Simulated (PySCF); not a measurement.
# C3H9As (trimethylarsine): the cost of one run

The runs use PySCF 2.14.0, with density-fitted response routines of our own; the level of theory stands in each step. All values are computed, except where a source is named. Atoms are numbered from 0 throughout.

### 1 Starting geometry

13 atoms, charge 0, multiplicity 1; geometry from: GFN2-xTB. The atoms were then displaced at random by about 0.01 Å, so the start is not that level's minimum.

Bonds of the start (Å): C0–As1 1.95, As1–C2 1.96, As1–C3 1.95, C0–H4 1.10, C0–H5 1.09, C0–H6 1.11, C2–H7 1.09, C2–H8 1.09, C2–H9 1.11, C3–H10 1.06, C3–H11 1.09, C3–H12 1.15.

### 2 Relaxing the molecule at PBE0-D3(BJ)/def2-SVP

What the job is given:

```
{"job": {"xc": "PBE0", "basis": "def2-SVP", "d3": "d3bj", "grid": 1, "shake": 0.01, "kind": "geom"}, "charge": 0, "multiplicity": 1}
C     -0.401800     1.593040     0.395340
As    -0.215960    -0.216940     1.097660
C      1.573610    -0.529960     0.351810
C     -1.171210    -1.121150    -0.346700
H     -0.166210     1.649200    -0.676470
H      0.217570     2.314560     0.931020
H     -1.442090     1.951100     0.511160
H      1.648390    -0.248590    -0.697930
H      1.862760    -1.572540     0.478800
H      2.328780     0.060150     0.912430
H     -0.871030    -0.788950    -1.311520
H     -1.058610    -2.200470    -0.269880
H     -2.298370    -0.906340    -0.264650
```

Run with:

```
> OMP_NUM_THREADS=1 python probes_run.py task.json out
```

The driver reads the jobs from task.json and runs them one after another.

Q: Estimate the wall time and peak memory of this first job on 1 thread of Arm Neoverse N1, shared host.

About 84 s, with a peak of 0.52 GiB.
